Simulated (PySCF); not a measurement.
**C7H9BO2: NMR shifts in solvents**

Aim: compute the NMR shifts of C7H9BO2 (`CB(C)c1ccc(=O)oc1`), and see what a dielectric continuum does where one was used.

Computed with PySCF 2.14.0, with density-fitted response routines of our own, on a single molecule, in the gas phase or a continuum. Atoms count from 0, in the outputs and in this text.

**1. The starting structure**

19 atoms, charge 0, multiplicity 1; geometry from: GFN2-xTB.

Bonds of the start (Å): C0–B1 1.58, B1–C2 1.58, B1–C3 1.56, C3–C4 1.44, C4–C5 1.35, C5–C6 1.44, C6–O7 1.20, C6–O8 1.39, O8–C9 1.33, C9–C3 1.36, C0–H10 1.09, C0–H11 1.09, C0–H12 1.09, C2–H13 1.09, C2–H14 1.09, C2–H15 1.09, C4–H16 1.08, C5–H17 1.08, C9–H18 1.08.

**2. Optimising the geometry at PBE0-D3(BJ)/def2-SVP**

Job settings and geometry (Å):

```
{"job": {"xc": "PBE0", "basis": "def2-SVP", "d3": "d3bj", "grid": 1, "kind": "geom"}, "charge": 0, "multiplicity": 1}
C     -1.864832    -1.704376    -0.075156
B     -1.206582    -0.316162     0.281569
C     -2.021775     0.804150     1.032348
C      0.279411    -0.034208    -0.111679
C      0.946467     1.206410     0.179804
C      2.232225     1.412543    -0.175211
C      2.996623     0.397653    -0.863479
O      4.142861     0.476852    -1.223739
O      2.313954    -0.781461    -1.123922
C      1.050071    -0.950724    -0.761138
H     -1.318295    -2.529972     0.378512
H     -1.846519    -1.885856    -1.148891
H     -2.899211    -1.786279     0.248117
H     -2.067744     1.717441     0.439582
H     -1.537919     1.079385     1.969159
H     -3.043453     0.518475     1.267144
H      0.396708     1.980514     0.693389
H      2.753580     2.333379     0.032443
H      0.684628    -1.928513    -1.046313
```

On the command line:

```bash
$ OMP_NUM_THREADS=1 python probes_run.py task.json out
```

The driver reads the jobs from task.json and runs them one after another.

Log:

```text
step   0  E = -446.64045838  max force = 0.019667
step   1  E = -446.64226429  max force = 0.002874
step   2  E = -446.64229150  max force = 0.001573
step   3  E = -446.64230313  max force = 0.000670
step   4  E = -446.64230504  max force = 0.000718
step   5  E = -446.64230964  max force = 0.000318
optimisation converged
```

Run time: 70 s. Hardware: 1 thread, shared host.

The steps of the relaxation:

| step | energy from step 0 (eV) | largest force component (eV/Å) |
| --- | --- | --- |
| 0 | 0.0000 | 1.0113 |
| 1 | -0.0491 | 0.1478 |
| 2 | -0.0499 | 0.0809 |
| 3 | -0.0502 | 0.0345 |
| 4 | -0.0503 | 0.0369 |
| 5 | -0.0504 | 0.0164 |

Close pairs (by a distance rule), those that changed most:

| bond | before (Å) | after (Å) | change (Å) |
| --- | --- | --- | --- |
| C6–O8 | 1.387 | 1.408 | +0.021 |
| C2–H13 | 1.090 | 1.105 | +0.015 |
| C0–H11 | 1.089 | 1.104 | +0.015 |
| C2–H14 | 1.090 | 1.105 | +0.015 |
| C0–H10 | 1.089 | 1.104 | +0.015 |
| C4–H16 | 1.079 | 1.094 | +0.014 |
| C2–H15 | 1.087 | 1.099 | +0.012 |
| C5–H17 | 1.078 | 1.091 | +0.012 |

The end geometry stands in the next job.

| at the end point | value |
| --- | --- |
| point group (found at 0.08 Å tolerance) | Cs |
| rotational constants (GHz, main isotopes) | 3.247, 0.782, 0.635 |
| dipole moment (D) | 3.99 |

**3. Shielding tensors: PBE0/pcSseg-1 in acetone**

Job settings and geometry (Å):

```
{"job": {"kind": "nmr", "xc": "PBE0", "basis": "pcSseg-1", "solvent": "acetone", "pop": true}, "charge": 0, "multiplicity": 1}
C     -2.185459    -1.940803    -0.242435
B     -1.530131    -0.552905     0.127895
C     -2.349079     0.578327     0.856443
C     -0.035811    -0.272868    -0.233635
C      0.653111     0.962513     0.051228
C      1.952867     1.153903    -0.287006
C      2.717371     0.121161    -0.955496
O      3.858536     0.150742    -1.309253
O      1.992472    -1.059417    -1.205083
C      0.724576    -1.217296    -0.863652
H     -1.629429    -2.779628     0.211558
H     -2.149610    -2.114625    -1.332373
H     -3.234611    -2.025204     0.073711
H     -2.364750     1.497529     0.243363
H     -1.855525     0.868232     1.801402
H     -3.388566     0.305185     1.084953
H      0.110272     1.767744     0.554051
H      2.487421     2.081453    -0.078846
H      0.352454    -2.205270    -1.149121
```

Method: GIAO PBE0/pcSseg-1 NMR shielding, non-relativistic, IEF-PCM acetone.

Log:

```text
coarse grid: 16440 points
cycle   1  E = -446.6503885132  dE =  1.619e+00  |g| = 9.463e-01  |ddm| = 4.023e+00
cycle   2  E = -446.3345556708  dE =  3.158e-01  |g| = 1.600e+00  |ddm| = 2.019e+00
cycle   3  E = -446.8171412387  dE = -4.826e-01  |g| = 2.714e-01  |ddm| = 1.482e+00
cycle   4  E = -446.8309596730  dE = -1.382e-02  |g| = 7.228e-02  |ddm| = 2.360e-01
cycle   5  E = -446.8316847807  dE = -7.251e-04  |g| = 2.930e-02  |ddm| = 5.277e-02
cycle   6  E = -446.8318565594  dE = -1.718e-04  |g| = 5.883e-03  |ddm| = 2.361e-02
cycle   7  E = -446.8318631976  dE = -6.638e-06  |g| = 2.323e-03  |ddm| = 6.609e-03
final grid: 160432 points
cycle   8  E = -446.9105388431  dE = -3.827e-05  |g| = 1.619e-02  |ddm| = 4.713e-02
cycle   9  E = -446.9104560138  dE =  8.283e-05  |g| = 2.630e-02  |ddm| = 3.307e-02
cycle  10  E = -446.9105915059  dE = -1.355e-04  |g| = 2.065e-03  |ddm| = 2.151e-02
cycle  11  E = -446.9105924379  dE = -9.320e-07  |g| = 2.893e-04  |ddm| = 1.646e-03
cycle  12  E = -446.9105924447  dE = -6.775e-09  |g| = 2.375e-04  |ddm| = 3.585e-04
cycle  13  E = -446.9105924545  dE = -9.837e-09  |g| = 4.574e-05  |ddm| = 1.819e-04
cycle  14  E = -446.9105924549  dE = -4.042e-10  |g| = 1.603e-05  |ddm| = 4.857e-05
converged SCF energy = -446.9105924549

GIAO shielding tensors (ppm)
atom      isotropic    diamagn.    paramagn.     s11        s22        s33       span
  0 C      175.299     253.961     -78.661    160.594    179.058    186.246     25.651
  1 B       25.139     188.243    -163.104    -45.882      1.211    120.087    165.970
  2 C      171.686     254.831     -83.145    154.879    177.380    182.799     27.920
  3 C       63.012     260.709    -197.697    -24.452     23.870    189.618    214.070
  4 C       26.923     254.520    -227.598    -97.703     12.370    166.101    263.803
  5 C       67.672     256.842    -189.170    -23.152     77.364    148.804    171.957
  6 C       21.996     247.503    -225.508    -79.057     71.166     73.879    152.937
  7 O      -40.579     397.048    -437.628   -259.821   -140.244    278.328    538.149
  8 O        8.947     400.166    -391.219   -207.292    -21.070    255.203    462.496
  9 C       10.491     253.527    -243.036    -90.783     20.735    101.520    192.303
 10 H       30.042      30.679      -0.637     25.473     29.324     35.330      9.856
 11 H       30.078      30.280      -0.202     25.565     29.272     35.398      9.833
 12 H       30.134      29.125       1.009     25.996     29.285     35.120      9.124
 13 H       30.019      31.221      -1.202     25.653     29.303     35.101      9.447
 14 H       30.000      31.604      -1.604     25.612     29.332     35.056      9.444
 15 H       30.079      29.541       0.538     26.013     29.255     34.968      8.954
 16 H       23.104      33.430     -10.326     20.065     20.409     28.839      8.774
 17 H       24.886      30.069      -5.183     21.659     24.736     28.261      6.602
 18 H       22.793      31.980      -9.188     17.923     22.488     27.967     10.045
```

Wall time 31 s (1 thread, shared host).

The references, computed at this level on geometries of the same kind, shield at (ppm): 1H TMS 31.24, 13C TMS 185.4, 17O H2O 342.8, 11B BF3·OEt2 101.3. Their shielding less the atom's gives the shift. The references are single molecules in the same continuum, so shifts against H2O, NH3, PH3, H3PO4 or CFCl3 are not on the usual liquid scales and can be off by tens of ppm. Atoms listed in one row are averaged.

| atoms | environment | σ (ppm) | δ (ppm) |
| --- | --- | --- | --- |
| C9 | aromatic CH next to the ring oxygen | 10.5 | 174.9 |
| C6 | ring carbonyl carbon | 22.0 | 163.4 |
| C4 | aromatic CH | 26.9 | 158.5 |
| C3 | substituted aromatic carbon | 63.0 | 122.4 |
| C5 | aromatic CH | 67.7 | 117.8 |
| C0, C2 | methyl carbon bonded to B | 173.5 | 11.9 |
| H18 | hydrogen on an aromatic CH next to the ring oxygen | 22.79 | 8.45 |
| H16 | hydrogen on an aromatic CH | 23.10 | 8.14 |
| H17 | hydrogen on an aromatic CH | 24.89 | 6.36 |
| H10, H11, H12, H13, H14, H15 | hydrogen on a methyl carbon bonded to B | 30.06 | 1.18 |
| B1 | boron bonded to 3 C | 25.1 | 76.2 |
| O7 | carbonyl oxygen | -40.6 | 383.3 |
| O8 | aromatic ring oxygen | 8.9 | 333.8 |

Charges from the same density, by scheme (e):

| atoms | Mulliken | IAO | Hirshfeld | ESP fit |
| --- | --- | --- | --- | --- |
| C0, C2 | -0.57 | -0.57 | -0.19 | -0.68 |
| B1 | 0.61 | 0.31 | 0.19 | 0.76 |
| C3 | -0.49 | -0.21 | -0.10 | -0.73 |
| C4 | 0.02 | -0.07 | 0.00 | 0.37 |
| C5 | -0.26 | -0.25 | -0.07 | -0.74 |
| C6 | 0.55 | 0.50 | 0.19 | 1.05 |
| O7 | -0.44 | -0.49 | -0.32 | -0.66 |
| O8 | -0.43 | -0.27 | -0.07 | -0.50 |
| C9 | 0.32 | 0.14 | 0.09 | 0.46 |

Mayer bond orders: C0–B1 1.04, B1–C2 1.04, B1–C3 0.90, C3–C4 1.20, C4–C5 1.64, C5–C6 1.15, C6–O7 1.94, C6–O8 0.91, O8–C9 1.10, C9–C3 1.63.

Ring of atoms C3, C4, C5, C6, O8, C9: NICS(0) -0.8, NICS(1) -4.5, NICS(1)zz -7.9 ppm (means of both faces).

**4. Nuclear shieldings: PBE0/pcSseg-1 in chloroform**

Settings changed since step 3:

```diff
@@ -1,2 +1,2 @@
-{"job": {"kind": "nmr", "xc": "PBE0", "basis": "pcSseg-1", "solvent": "acetone", "pop": true}, "charge": 0, "multiplicity": 1}
+{"job": {"kind": "nmr", "xc": "PBE0", "basis": "pcSseg-1", "solvent": "chloroform", "pop": false}, "charge": 0, "multiplicity": 1}
 C     -2.185459    -1.940803    -0.242435
```

With the program's defaults for keys left out, this is: GIAO PBE0/pcSseg-1 NMR shielding, non-relativistic, IEF-PCM chloroform.

Log:

```text
coarse grid: 16440 points
cycle   1  E = -446.6446642858  dE =  1.625e+00  |g| = 9.515e-01  |ddm| = 4.023e+00
cycle   2  E = -446.2981858659  dE =  3.465e-01  |g| = 1.648e+00  |ddm| = 2.099e+00
cycle   3  E = -446.8124925116  dE = -5.143e-01  |g| = 2.874e-01  |ddm| = 1.565e+00
cycle   4  E = -446.8281157694  dE = -1.562e-02  |g| = 7.593e-02  |ddm| = 2.520e-01
cycle   5  E = -446.8289076190  dE = -7.918e-04  |g| = 3.118e-02  |ddm| = 5.574e-02
cycle   6  E = -446.8291030385  dE = -1.954e-04  |g| = 6.368e-03  |ddm| = 2.562e-02
cycle   7  E = -446.8291107579  dE = -7.719e-06  |g| = 2.635e-03  |ddm| = 7.267e-03
final grid: 160432 points
cycle   8  E = -446.9078047216  dE = -3.532e-05  |g| = 1.667e-02  |ddm| = 4.723e-02
cycle   9  E = -446.9077075677  dE =  9.715e-05  |g| = 2.776e-02  |ddm| = 3.529e-02
cycle  10  E = -446.9078607981  dE = -1.532e-04  |g| = 2.200e-03  |ddm| = 2.337e-02
cycle  11  E = -446.9078618586  dE = -1.061e-06  |g| = 3.314e-04  |ddm| = 1.791e-03
cycle  12  E = -446.9078618684  dE = -9.771e-09  |g| = 2.551e-04  |ddm| = 3.974e-04
cycle  13  E = -446.9078618799  dE = -1.153e-08  |g| = 4.788e-05  |ddm| = 1.986e-04
cycle  14  E = -446.9078618803  dE = -4.341e-10  |g| = 1.855e-05  |ddm| = 5.206e-05
converged SCF energy = -446.9078618803

GIAO shielding tensors (ppm)
atom      isotropic    diamagn.    paramagn.     s11        s22        s33       span
  0 C      175.285     253.892     -78.606    160.666    179.022    186.168     25.503
  1 B       25.367     188.307    -162.940    -45.029      0.910    120.220    165.249
  2 C      171.631     254.753     -83.121    154.902    177.317    182.675     27.772
  3 C       63.228     260.739    -197.510    -23.931     24.137    189.479    213.410
  4 C       28.133     254.643    -226.510    -96.452     15.388    165.463    261.915
  5 C       67.153     256.828    -189.675    -24.642     77.522    148.579    173.221
  6 C       22.829     247.315    -224.486    -80.016     70.699     77.804    157.820
  7 O      -51.973     396.714    -448.687   -279.093   -153.823    276.998    556.092
  8 O        8.225     399.851    -391.626   -207.830    -23.176    255.682    463.512
  9 C       10.842     253.425    -242.582    -90.290     21.448    101.369    191.658
 10 H       30.083      30.694      -0.611     25.531     29.374     35.343      9.812
 11 H       30.116      30.296      -0.180     25.619     29.319     35.410      9.792
 12 H       30.114      29.108       1.005     25.974     29.248     35.118      9.144
 13 H       30.062      31.236      -1.173     25.716     29.354     35.117      9.401
 14 H       30.044      31.616      -1.572     25.676     29.384     35.073      9.397
 15 H       30.060      29.531       0.529     25.993     29.219     34.967      8.974
 16 H       23.241      33.562     -10.321     20.238     20.527     28.957      8.719
 17 H       24.940      30.097      -5.158     21.765     24.680     28.373      6.609
 18 H       22.866      32.083      -9.217     18.062     22.515     28.020      9.958
```

Run time: 28 s. Hardware: 1 thread, shared host.

Key values: δ C9 174.3, C6 162.3, C4 157.0, C3 121.9, H18 8.38, H16 8.01 ppm.

**5. Side by side: NMR shifts**

Shifts (ppm) of some atoms, chosen among heavy atoms and hydrogens apart, with basis size and wall time:

| run | C9 | C6 | C4 | H18 | H16 | O7 | O8 | functions | time |
| --- | --- | --- | --- | --- | --- | --- | --- | --- | --- |
| PBE0/pcSseg-1 in acetone | 174.9 | 163.4 | 158.5 | 8.45 | 8.14 | 383.3 | 333.8 | 215 | 31 s |
| PBE0/pcSseg-1 in chloroform | 174.3 | 162.3 | 157.0 | 8.38 | 8.01 | 392.9 | 332.7 | 215 | 28 s |

The continuum's effect on the ground state:

| solvent | ε | polarisation energy (Eh) | μ (D) |
| --- | --- | --- | --- |
| chloroform | 4.71 | -0.0094 | 5.08 |
| acetone | 20.49 | -0.0132 | 5.39 |

**6. Summary of results**

| quantity | value |
| --- | --- |
| point group | Cs |
| rotational constants (main isotopes) | 3.25, 0.78, 0.64 GHz |
| 13C shifts against TMS (PBE0/pcSseg-1, acetone, means over atoms taken as alike) | 174.9, 163.4, 158.5, 122.4, 117.8, 11.9 ppm |
| 1H shifts against TMS (PBE0/pcSseg-1, acetone, means over atoms taken as alike) | 8.45, 8.14, 6.36, 1.18 ppm |
| 11B shifts against BF3·OEt2 (PBE0/pcSseg-1, acetone) | 76.2 ppm |
| 17O shifts against H2O (PBE0/pcSseg-1, acetone) | 383.3, 333.8 ppm |
| range of the shift of O7 | 383.3 to 392.9 ppm |

What this shows: Over 5 steps the energy fell by 0.050 eV; of the close pairs, C6–O8 changed most, 1.387 to 1.408 Å. At PBE0/pcSseg-1: The widest tensor belongs to O7: span 538 ppm, with a paramagnetic part of -438 ppm. Across the 2 runs the shift of O7 moves most, between 383.3 (PBE0/pcSseg-1 in acetone) and 392.9 ppm (PBE0/pcSseg-1 in chloroform). The continuum holds electrostatics alone: no hydrogen bonds to the solvent, and the gas-phase geometry is kept.
